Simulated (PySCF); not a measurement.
# triethylborane (C₆H₁₅B): NMR shifts at several levels of theory, part 2 of 2

PySCF 2.14.0. Atoms count from 0.

**8. Nuclear shieldings: B97-D/pcSseg-1**

The job: settings as JSON, then the geometry in Å.

```
{"job": {"kind": "nmr", "xc": "B97-D", "basis": "pcSseg-1", "pop": false}, "charge": 0, "multiplicity": 1}
C     -1.978856    -1.803338    -0.184562
C     -1.037923    -1.126058     0.822735
B     -0.142365    -0.073762     0.056171
C     -0.538355     1.449939     0.119018
C      0.171694     2.441480    -0.793212
C      1.144607    -0.571724    -0.708728
C      2.342362    -0.441966     0.246428
H     -2.649360    -1.073884    -0.667278
H     -1.419881    -2.310773    -0.986975
H     -2.617551    -2.560228     0.296579
H     -0.408842    -1.899795     1.297424
H     -1.637408    -0.657641     1.621497
H     -1.636935     1.518641     0.003631
H     -0.389983     1.725624     1.184128
H     -0.164150     3.477327    -0.629987
H      1.262050     2.425897    -0.639179
H     -0.002626     2.207135    -1.855206
H      1.343553     0.023375    -1.615447
H      1.049088    -1.625156    -1.022055
H      3.279043    -0.776747    -0.225523
H      2.202718    -1.046632     1.156845
H      2.495904     0.600068     0.570014
```

Method: GIAO B97-D/pcSseg-1 NMR shielding, non-relativistic, gas phase.

Output:

```text
coarse grid: 16904 points
cycle   1  E = -262.1055472742  dE =  8.104e-02  |g| = 7.207e-01  |ddm| = 3.957e+00
cycle   2  E = -261.9161548357  dE =  1.894e-01  |g| = 1.097e+00  |ddm| = 1.849e+00
cycle   3  E = -262.2536246412  dE = -3.375e-01  |g| = 5.582e-02  |ddm| = 1.213e+00
cycle   4  E = -262.2543421786  dE = -7.175e-04  |g| = 1.612e-02  |ddm| = 8.098e-02
cycle   5  E = -262.2543936202  dE = -5.144e-05  |g| = 8.608e-03  |ddm| = 2.561e-02
cycle   6  E = -262.2544131152  dE = -1.949e-05  |g| = 1.381e-03  |ddm| = 9.195e-03
cycle   7  E = -262.2544135572  dE = -4.420e-07  |g| = 4.364e-04  |ddm| = 1.577e-03
final grid: 159040 points
cycle   8  E = -262.2878861852  dE = -1.229e-04  |g| = 1.026e-02  |ddm| = 4.808e-02
cycle   9  E = -262.2878507680  dE =  3.542e-05  |g| = 1.537e-02  |ddm| = 2.129e-02
cycle  10  E = -262.2879129409  dE = -6.217e-05  |g| = 4.853e-04  |ddm| = 1.329e-02
cycle  11  E = -262.2879129924  dE = -5.156e-08  |g| = 2.091e-04  |ddm| = 7.061e-04
cycle  12  E = -262.2879130037  dE = -1.129e-08  |g| = 5.278e-05  |ddm| = 2.577e-04
cycle  13  E = -262.2879130044  dE = -6.862e-10  |g| = 1.369e-05  |ddm| = 6.298e-05
converged SCF energy = -262.2879130044

GIAO shielding tensors (ppm)
atom      isotropic    diamagn.    paramagn.     s11        s22        s33       span
  0 C      168.991     246.194     -77.203    158.422    168.347    180.204     21.782
  1 C      157.166     252.537     -95.371    150.765    157.491    163.242     12.477
  2 B       16.501     193.135    -176.634    -37.718    -25.038    112.259    149.976
  3 C      155.123     252.878     -97.755    134.552    158.444    172.372     37.820
  4 C      167.392     245.444     -78.052    159.737    164.201    178.238     18.500
  5 C      160.869     252.335     -91.466    150.607    161.385    170.614     20.007
  6 C      169.579     246.978     -77.399    160.178    167.784    180.776     20.597
  7 H       30.867      30.702       0.165     26.436     29.718     36.449     10.013
  8 H       30.632      30.918      -0.286     26.044     30.140     35.712      9.667
  9 H       30.020      27.401       2.620     25.992     27.253     36.816     10.824
 10 H       30.266      33.082      -2.817     27.235     28.960     34.603      7.368
 11 H       30.465      33.106      -2.641     27.528     29.201     34.666      7.138
 12 H       29.891      32.912      -3.022     25.252     30.184     34.236      8.984
 13 H       30.282      32.718      -2.436     26.253     30.165     34.427      8.174
 14 H       30.278      27.677       2.601     25.498     28.271     37.066     11.567
 15 H       30.239      31.009      -0.769     25.829     30.147     34.742      8.913
 16 H       30.424      30.710      -0.286     26.943     28.634     35.694      8.751
 17 H       29.959      33.647      -3.688     26.811     29.002     34.064      7.253
 18 H       30.284      33.260      -2.976     26.857     28.923     35.071      8.214
 19 H       29.994      28.048       1.946     25.983     27.154     36.844     10.861
 20 H       30.785      31.083      -0.298     26.260     29.742     36.354     10.094
 21 H       30.738      31.439      -0.701     25.856     30.385     35.973     10.117
```

It took 36 s on 1 thread, shared host.

Key values: δ C1 21.5, C0 10.5, B2 81.7, H10 1.22, H7 0.97 ppm (means over like atoms).

**9. Comparing the runs: NMR shifts**

Shifts (ppm), means over like atoms, with basis size and wall time (the measured row can stand on another reference than the computed rows):

```csv
run,C1,C0,H7,H10,B2,functions,time
HF/pcSseg-1,16.8,8.7,0.92,0.88,82.3,194,12 s
WP04/pcSseg-1,20.5,11.7,0.88,1.04,84.5,194,24 s
OPBE/pcSseg-1,21.1,10.2,0.92,1.29,81.3,194,36 s
LC-wPBE/pcSseg-1,19.0,7.9,0.87,1.10,90.3,194,42 s
BP86/pcSseg-1,22.5,9.7,0.94,1.27,87.1,194,34 s
B97-D/pcSseg-1,21.5,10.5,0.97,1.22,81.7,194,36 s
measured,–,–,–,–,86.5,–,–
```

Measured: solution, CDCl3; H. S. Rzepa et al., J. Org. Chem. 2018, An accessible method for DFT calculation of 11B NMR shifts.

**10. What came out**

This closing draws on all 2 parts.

```
                                                             quantity                 value
                                                          point group                    C1
                                 rotational constants (main isotopes)  2.61, 1.80, 1.24 GHz
¹³C shifts against TMS (HF/pcSseg-1, means over atoms taken as alike)         16.8, 8.7 ppm
 ¹H shifts against TMS (HF/pcSseg-1, means over atoms taken as alike)        0.92, 0.88 ppm
                            ¹¹B shifts against BF3·OEt2 (HF/pcSseg-1)              82.3 ppm
                             measured, and computed on the same scale   B2 δ 86.5, 82.3 ppm
                                             range of the shift of B2      81.3 to 90.3 ppm
```

In words: Single values in the summary come from the first run of each kind that ended normally (HF/pcSseg-1), which need not be the best level. The optimisation took 3 steps and gained 0.076 eV; among the close pairs (by a distance rule), C6–H21 changed most, from 1.087 to 1.102 Å. No frequency check was run at this level, so the end point may be a saddle. At HF/pcSseg-1: Shielding is most anisotropic at B2 (span 143 ppm, paramagnetic term -155 ppm). The one measured ¹¹B shift is missed by -4.2 ppm (computed less measured, unscaled). Vibration, temperature and solvent are missing from the calculation, and it holds one conformer, so part of the miss against the measured shifts is not the functional's. In ppm, B2 moves most: its shift spreads over 9.0 ppm, from 81.3 (OPBE/pcSseg-1) to 90.3 (LC-wPBE/pcSseg-1). For the one measured ¹¹B shift, BP86/pcSseg-1 misses least (0.64 ppm, 34 s) and OPBE/pcSseg-1 most (5.15 ppm, 36 s); the quickest, HF/pcSseg-1, misses by 4.20 ppm in 12 s. One molecule ranks no method: errors cancel, and vibration and temperature are missing from all runs.
